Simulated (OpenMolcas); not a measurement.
# AlClOF (SMILES [O][Al]([F])[Cl]), run twice

Aim: the energy of AlClOF at ROMP2/def2-SVP (RICD fitting).

The calculation is run with OpenMolcas 26.06.

5 further runs of the same task are left out: 1 that didn't finish, 4 set aside as unsound or not needed.

## (1) Starting point

AlClOF: 4 atoms, total charge 0, spin state doublet. As SMILES, `[O][Al]([F])[Cl]`. The shape is that of a PBE0-D4/def2-TZVP optimisation.

Bond lengths: O1–Al2 1.724 Å, Al2–F3 1.632 Å, Al2–Cl4 2.063 Å. Angles: O1–Al2–F3 118.6°, O1–Al2–Cl4 118.4°, F3–Al2–Cl4 122.9°.

## (2) First attempt

The input, run.input:

```
>>> EXPORT MOLCAS_PRINT=2

&GATEWAY
 BasisSet
 O.def2-SVP....
 O1 0.993300 0.591700 1.294800 angstrom
 End of Basis
 BasisSet
 Al.def2-SVP....
 Al2 0.061900 -0.095200 0.016700 angstrom
 End of Basis
 BasisSet
 F.def2-SVP....
 F3 1.013300 0.611700 1.394800 angstrom
 End of Basis
 BasisSet
 Cl.def2-SVP....
 Cl4 -1.277700 1.114400 -0.982900 angstrom
 End of Basis
 RICD

&SEWARD

&SCF
 UHF
 Spin = 2
 Iterations = 95
 PrOrbitals = 1 1

&RASSCF
 FileOrb = $Project.UnaOrb
 Spin = 2
 Nactel = 1 0 0
 Inactive = 23
 Ras2 = 1
 OutOrbitals = Canonical
 OrbListing = Few

&CASPT2
 IPEA = 0.0
 Frozen = 12
```

Launch:

```sh
$ export MOLCAS_MEM=1860
$ pymolcas run.input > run.log
```

What it wrote:

```text
--- Start Module: gateway ---
[...]
--- Stop Module: gateway /rc=_RC_ALL_IS_WELL_ ---
[...]
      Basis functions           64
[...]
       Convergence after  16 Iterations
[...]
::    Total SCF energy                               -659.8101566116
[...]
      Total spin, S                                     0.5040151166
[...]
--- Start Module: rasscf ---
[...]
      Number of active orbitals                  1
[...]
      Spin quantum number                      0.5
[...]
      Active orbitals                            1
[...]
      Number of CSFs                             1
[...]
      Number of root(s) required                 1
[...]
      Convergence after  8 iterations
[...]
      printout of CI-coefficients larger than  0.05 for root  1
      energy=    -659.808437
      conf/sym  1     Coeff  Weight
             1  u   1.00000 1.00000
      Natural orbitals and occupation numbers for root  1
      sym 1:   1.000000
      ************************************************************************************************************************
      *                                                    Final results                                                     *
[...]
::    RASSCF root number  1 Total energy:   -659.80843676
[...]
      Total electronic charge=   47.000000
      Total            charge=   -0.000000
[...]
      Dipole Moment (debye):
      Origin of the operator (angstrom)=   -0.0812    0.5930    0.1371
                   X=  1.9720E+00               Y= -7.8299E-01               Z=  3.2143E+00           Total=  3.8514E+00
      Quadrupole Moment (debye*angstrom):
[...]
--- Stop Module: rasscf /rc=_RC_ALL_IS_WELL_ ---
[...]
--- Start Module: caspt2 ---
[...]
 ###    WARNING: User changed nr of frozen orbitals.                         ###
 ###############################################################################
[...]
      E2 (Variational):          -0.2872815142
      Total energy:            -660.0957182701
[...]
      Reference weight:           0.90086
[...]
::    CASPT2 Root  1     Total energy:   -660.09571827
[...]
--- Stop Module: caspt2 /rc=_RC_ALL_IS_WELL_ ---
[...]
```

Wall time 5.4 s (1 thread of Intel Xeon Platinum 8275CL at 3.00GHz (Skylake/Cascade Lake), shared host); peak memory 0.25 GiB.

## (3) What went wrong

The run finished; that doesn't make the result usable.

The fault: two atoms lie on top of or far too near each other. As the program read them, the closest atoms are 0.10 Å apart, against 1.63 Å in the sound input.

## (4) The mended input

run.input: that of step 2 with these lines changed.

```diff
@@ -1,2 +1,2 @@
->>> EXPORT MOLCAS_PRINT=2
+* AlClFO ROMP2
 
@@ -13,3 +13,3 @@
  F.def2-SVP....
- F3 1.013300 0.611700 1.394800 angstrom
+ F3 0.278100 -1.671200 -0.348900 angstrom
  End of Basis
@@ -26,4 +26,3 @@
  Spin = 2
- Iterations = 95
- PrOrbitals = 1 1
+ PrOrbitals = 1 2
```

Launch:

```sh
$ export MOLCAS_MEM=1860
$ pymolcas run.input > run.log
```

What it wrote:

```text
--- Start Module: gateway ---
[...]
--- Stop Module: gateway /rc=_RC_ALL_IS_WELL_ ---
[...]
      Basis functions           64
[...]
       Convergence after  18 Iterations
[...]
::    Total SCF energy                               -875.5016104611
[...]
      Total spin, S                                     0.5027668304
[...]
--- Start Module: rasscf ---
[...]
      Number of active orbitals                  1
[...]
      Spin quantum number                      0.5
[...]
      Active orbitals                            1
[...]
      Number of CSFs                             1
[...]
      Number of root(s) required                 1
[...]
      Convergence after  8 iterations
[...]
      printout of CI-coefficients larger than  0.05 for root  1
      energy=    -875.497973
      conf/sym  1     Coeff  Weight
             1  u   1.00000 1.00000
      Natural orbitals and occupation numbers for root  1
      sym 1:   1.000000
      ************************************************************************************************************************
      *                                                    Final results                                                     *
[...]
::    RASSCF root number  1 Total energy:   -875.49797340
[...]
      Total electronic charge=   47.000000
      Total            charge=   -0.000000
[...]
      Dipole Moment (debye):
      Origin of the operator (angstrom)=   -0.2253    0.1456   -0.2046
                   X= -3.6688E-01               Y=  8.8956E-02               Z= -3.6630E-01           Total=  5.2601E-01
      Quadrupole Moment (debye*angstrom):
[...]
--- Stop Module: rasscf /rc=_RC_ALL_IS_WELL_ ---
[...]
--- Start Module: caspt2 ---
[...]
 ###    WARNING: User changed nr of frozen orbitals.                         ###
 ###############################################################################
[...]
      E2 (Variational):          -0.5174394732
      Total energy:            -876.0154128753
[...]
      Reference weight:           0.87354
[...]
::    CASPT2 Root  1     Total energy:   -876.01541288
[...]
--- Stop Module: caspt2 /rc=_RC_ALL_IS_WELL_ ---
[...]
```

It took 5.4 s on 1 thread of Intel Xeon Platinum 8275CL at 3.00GHz (Skylake/Cascade Lake), shared host; peak memory 0.25 GiB.

## (5) What came out

Level: ROMP2/def2-SVP (RICD fitting).

| quantity | value |
| --- | --- |
| total energy | -876.01541 Eh |

**Reading.** The first attempt's energy was +5875.474 eV off this one. This program's gradients are faulty for this kind of reference, so any forces in the log can't be trusted; the energy can.
